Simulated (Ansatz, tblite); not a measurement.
**TeMe2 (C2H6Te): a ladder of methods and basis sets**

One table from this session's results is given with a row withheld; the runs are named, their logs left out.

Computed with Ansatz 0.2.0, Gaussian basis. Level: as each input shows.

Plan: GFN1-xTB, GFN2-xTB, PBE-D4/def2-TZVP, r2SCAN-D4/def2-TZVP, ωB97X-V/def2-TZVP, ωB97M-V/def2-TZVP, B97M-V/def2-TZVP, PBE-QIDH/def2-TZVP, LC-ωPBE/def2-TZVP, BLYP-D4/def2-TZVP, HSE06-D4/def2-TZVP, PBE-D4/def2-SVP, PBE0-D4/def2-SVP, PBE0-D4/def2-TZVPD, PBE-D4/def2-TZVPD, r2SCAN-D4/def2-TZVPD, CCSD(T)/def2-TZVPP, MP2/def2-TZVP, RPA/def2-TZVP.

2 further runs of the same task are left out: 1 that didn't finish, 1 set aside as unsound or not needed.

## The geometry

The geometry is that of the singlet, from an earlier relaxation (PBE-D4/def2-TZVP).

9 atoms, charge 0, spin multiplicity 1.

Bond lengths: Te1–C2 2.160 Å, Te1–C6 2.160 Å, C2–H3 1.095 Å, C2–H4 1.095 Å, C2–H5 1.096 Å, C6–H7 1.095 Å, C6–H8 1.095 Å, C6–H9 1.096 Å. Angles: C2–Te1–C6 94.2°, Te1–C2–H3 109.7°, Te1–C2–H4 109.7°, Te1–C2–H5 107.1°, H3–C2–H4 110.9°, H3–C2–H5 109.7°, H4–C2–H5 109.7°, Te1–C6–H7 109.7°, Te1–C6–H8 109.7°, Te1–C6–H9 107.1°, H7–C6–H8 110.9°, H7–C6–H9 109.7°, H8–C6–H9 109.7°.

Te takes a core potential in the def2 sets. No spin-orbit coupling is included.

PBE0-D4/def2-TZVP was run before; its log isn't repeated, and its numbers join the tables.

The first run:

Tight binding, by tblite at 300 K electronic temperature and without a spin-polarisation term:

```python
tblite.interface.Calculator('GFN1-xTB', numbers, positions, charge=0, uhf=0).singlepoint()
```

Tight binding, by tblite at 300 K electronic temperature and without a spin-polarisation term:

```python
tblite.interface.Calculator('GFN2-xTB', numbers, positions, charge=0, uhf=0).singlepoint()
```

start.molden holds the orbitals of an earlier run on this state, given as this run's starting guess.

in.yaml reads:

```yaml
crystal:
  periodic: [false, false, false]
  atoms:
    - {symbol: Te, position_ang: [0.006324, 0.003242, -1.458984]}
    - {symbol: C, position_ang: [1.582104, -0.011006, 0.017946]}
    - {symbol: H, position_ang: [1.504498, -0.915074, 0.631286]}
    - {symbol: H, position_ang: [1.514749, 0.889459, 0.637760]}
    - {symbol: H, position_ang: [2.533535, -0.014421, -0.526667]}
    - {symbol: C, position_ang: [-1.582201, 0.011119, 0.004278]}
    - {symbol: H, position_ang: [-1.512697, 0.914466, 0.619632]}
    - {symbol: H, position_ang: [-1.517417, -0.890100, 0.623286]}
    - {symbol: H, position_ang: [-2.528896, 0.012325, -0.548536]}
basis:
  gaussian: {orbitals: def2-TZVP, initial_orbitals: start.molden}
hamiltonian: {xc: pbe, dispersion: d4}
scf: {omitted_lower_state_checks: [starts]}
output: {forces: true, orbitals: {seedname: orbitals}}
```

Command:

```bash
$ ansatz run in.yaml --threads 4 --pin off --events-out ev --progress --plain --max-ram 3916MiB
```

Steps of the session up to this table: PBE-D4/def2-TZVP; r2SCAN-D4/def2-TZVP; ωB97X-V/def2-TZVP; ωB97M-V/def2-TZVP; B97M-V/def2-TZVP; PBE-QIDH/def2-TZVP; LC-ωPBE/def2-TZVP; BLYP-D4/def2-TZVP; HSE06-D4/def2-TZVP; PBE-D4/def2-SVP; PBE0-D4/def2-SVP; PBE0-D4/def2-TZVPD; PBE-D4/def2-TZVPD; r2SCAN-D4/def2-TZVPD; CCSD(T)/def2-TZVPP; MP2/def2-TZVP; RPA/def2-TZVP.

One table of the session follows, with a row left open; its other results are not shown here.

It belongs to the step «Levels side by side». 

```
               level  HOMO (eV)  gap (eV)
     PBE-D4/def2-SVP      -4.48      3.46
    PBE-D4/def2-TZVP          ?         ?
   PBE-D4/def2-TZVPD      -4.66      3.27
   BLYP-D4/def2-TZVP      -4.49      3.29
 r2SCAN-D4/def2-TZVP      -4.85      3.80
r2SCAN-D4/def2-TZVPD      -4.86      3.75
    B97M-V/def2-TZVP      -4.88      3.77
    PBE0-D4/def2-SVP      -5.57      5.38
   PBE0-D4/def2-TZVP      -5.67      5.21
  PBE0-D4/def2-TZVPD      -5.69      5.05
  HSE06-D4/def2-TZVP      -5.28      4.45
   LC-ωPBE/def2-TZVP      -8.22      9.86
   ωB97X-V/def2-TZVP      -7.91      9.40
   ωB97M-V/def2-TZVP      -7.80      9.06
```

Q: Estimate the row for PBE-D4/def2-TZVP from the others.

As computed: HOMO (eV): -4.64; gap (eV): 3.36. In the column «HOMO (eV)» it lies between PBE-D4/def2-TZVPD (-4.66) and BLYP-D4/def2-TZVP (-4.49).
